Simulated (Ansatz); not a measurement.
# LaPd3: the cost of one run

Program: Ansatz 0.2.0. Level of theory: DFT PBEsol, scalar-relativistic, plane waves, PAW. These are calculated values, not measurements.

6 further runs of the same task are left out: 6 set aside as unsound or not needed.

## Step 1: The starting structure

The structure is cubic, space group Pm-3m (No. 221). Conventional cell: a = 4.228 Å, b = 4.228 Å, c = 4.228 Å, α = 90.00°, β = 90.00°, γ = 90.00°. Around La (site symmetry m-3m) lie 12 Pd at 2.99 Å. Pd (site symmetry 4/mmm) is surrounded by 4 La at 2.99 Å and 8 Pd at 2.99 Å.

As a file:

```xyz
4
Lattice="4.2280 0.0000 0.0000 0.0000 4.2280 0.0000 0.0000 0.0000 4.2280" Properties=species:S:1:pos:R:3 pbc="T T T"
La    0.0000    0.0000    0.0000
Pd    0.0000    2.1140    2.1140
Pd    2.1140    2.1140    0.0000
Pd    2.1140    0.0000    2.1140
```

The cell is the measured one, not relaxed. At PBEsol, an earlier run found -6.32 GPa for this cell of 18.895 Å³/atom (8×8×8 mesh), a metal on this mesh. The cell is stretched at this level.

## Step 2: Bands on a fine mesh, Fermi surface

input.yaml reads:

```yaml
crystal:
  lattice:
    - [4.2279988746, 0.0, 0.0]
    - [0.0, 4.2279988746, 0.0]
    - [0.0, 0.0, 4.2279988746]
  atoms:
    - { symbol: La, position: [0.0, 0.0, 0.0] }
    - { symbol: Pd, position: [0.0, 0.5, 0.5] }
    - { symbol: Pd, position: [0.5, 0.5, 0.0] }
    - { symbol: Pd, position: [0.5, 0.0, 0.5] }
basis:
  ecutwfc: 420
  ecutrho_ratio: 4
kpoints:
  mp_grid: { grid: [8, 8, 8] }
hamiltonian:
  xc: pbesol
scf:
  occupations: { method: gaussian, width: 0.05 }
output:
  forces: true
  stress: true
  eigenvalues: true
  eigenstates:
    nscf_kmesh: { grid: [10, 10, 10] }
    de_dk: true
    e_range: [-2.5, 2.5]
  write_density: true
  write_potential: true
  elf: true
  volumetric_format: npy
```

Run with:

```bash
$ ansatz run input.yaml --threads 4 --pin off --max-ram 9216MiB --backend cpu --events-out ev --progress --plain --runs-dir out
```

What time and memory should one allow on 4 threads of AMD EPYC 9R45 (Zen 5), shared host?

About 1.2 s, with a peak of 0.52 GiB.
